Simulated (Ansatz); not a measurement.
# BeCdS3: the cost of one run

Method: DFT PBE, scalar-relativistic, plane waves, PAW, in Ansatz 0.2.0.

## (1) The structure to begin with

It takes space group R-3c (No. 167, trigonal). The conventional cell has a = 6.184 Å, b = 6.184 Å, c = 15.147 Å, α = 90.00°, β = 90.00°, γ = 120.00°. Be (site symmetry -3) is surrounded by 6 S at 2.21 Å. Around Cd (site symmetry 32) lie 9 S at 2.78 to 3.11 Å. Around S (site symmetry 2) lie 2 Be at 2.21 Å and 3 Cd at 2.78 to 3.11 Å.

Coordinates:

```
CELL_PARAMETERS angstrom
3.09185 1.78508 5.04897
-3.09185 1.78508 5.04897
0.00000 -3.57016 5.04897
ATOMIC_POSITIONS crystal
Be 0.50000 0.50000 0.50000
Be 0.00000 0.00000 0.00000
Cd 0.75000 0.75000 0.75000
Cd 0.25000 0.25000 0.25000
S 0.80118 0.25000 0.69882
S 0.69882 0.80118 0.25000
S 0.25000 0.69882 0.80118
S 0.19882 0.75000 0.30118
S 0.30118 0.19882 0.75000
S 0.75000 0.30118 0.19882
```

Recipe of the guess: perovskite family, tilts a-a-a- (R-3c, No. 167). Lengths come from tabulated atomic sizes and are only a guess.

## (2) A first look at the guess

input.yaml reads:

```yaml
crystal:
  lattice:
    - [3.09184982, 1.78508033, 5.04896962]
    - [-3.09184982, 1.78508033, 5.04896962]
    - [0.0, -3.57016066, 5.04896962]
  atoms:
    - { symbol: Be, position: [0.5, 0.5, 0.5] }
    - { symbol: Be, position: [0.0, 0.0, 0.0] }
    - { symbol: Cd, position: [0.75, 0.75, 0.75] }
    - { symbol: Cd, position: [0.25, 0.25, 0.25] }
    - { symbol: S, position: [0.80117568, 0.25, 0.69882432] }
    - { symbol: S, position: [0.69882432, 0.80117568, 0.25] }
    - { symbol: S, position: [0.25, 0.69882432, 0.80117568] }
    - { symbol: S, position: [0.19882432, 0.75, 0.30117568] }
    - { symbol: S, position: [0.30117568, 0.19882432, 0.75] }
    - { symbol: S, position: [0.75, 0.30117568, 0.19882432] }
basis:
  ecutwfc: 420
kpoints:
  mp_grid: { grid: [4, 4, 4] }
hamiltonian:
  xc: pbe
scf:
  occupations: { method: gaussian, width: 0.1 }
  lower_state_search: "off"
output:
  forces: true
  stress: true
  eigenvalues: true
```

On the command line:

```
> ansatz run input.yaml --threads 1 --pin off --max-ram 2560MiB --backend cpu --events-out ev --progress --plain --runs-dir out
```

**Question.** How long does this run take on 1 thread of Intel Xeon at 2.50GHz (Skylake/Cascade Lake), shared host, and how much memory does it need?

About 13 s, with a peak of 0.47 GiB.
